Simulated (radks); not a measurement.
**Re²⁺ in [Xe] 4f14 5d5: an all-electron calculation**

What are the levels of the rhenium ion Re2+, how large are its shells, and how does its energy divide?

Program: radks (a radial shooting solver on a logarithmic mesh, Libxc functionals) version 1. Level of theory: Dirac Kohn-Sham, PBE, spin-unpolarised, spherical densities, point nucleus; open shells are shared between the two j in proportion to 2j + 1. These are calculated values, not measurements, unless marked.

## 1. What is computed

- element: rhenium (Z = 75)
- charge: +2
- electrons: 73
- configuration: [Xe] 4f14 5d5

Outer shells as boxes (Hund's rule):

Re²⁺
```
[Xe] core
4f [↑↓][↑↓][↑↓][↑↓][↑↓][↑↓][↑↓]
5d [↑ ][↑ ][↑ ][↑ ][↑ ]
```

## 2. The run

The run's settings:

```text
Z 75
configuration [Xe] 4f14 5d5
relativity Dirac
functional pbe,pbe
spin unpolarised
j_filling average
nucleus point
c 137.035999084
```

Started as:

```sh
$ python run_ks.py task.json out
```

The same process makes all the runs of this session.

What does the calculation give?

**Answer**, as computed:

```
                        quantity                   value
                    total energy     -16716.8376 hartree
exchange-correlation share of it                  1.99 %
                            −T/E                  1.1312
          highest occupied level       5d5/2, -21.019 eV
    most extended occupied level  5d5/2, <r> = 1.81 bohr
 radius at density 0.001 e/bohr³               3.72 bohr
    maxima of the radial density                       4
         ionisation energy, NIST          27 (theory) eV
```

The radial density shows 4 maxima for 5 occupied principal shells; where shells overlap, one shows as a shoulder or not at all. −T/E is 1.131: with relativity the kinetic term as defined here no longer equals −E. The top level binds by 21.019 eV, 78 % of the NIST ionisation energy of 27 eV; the potential of a semilocal functional falls off too fast, so its top eigenvalue is too shallow. Spin polarisation and multiplet splitting are left out. Sharing an open shell by 2j + 1 raises it above the true ground level by a part of the spin-orbit splitting, which enters the differences from NIST.
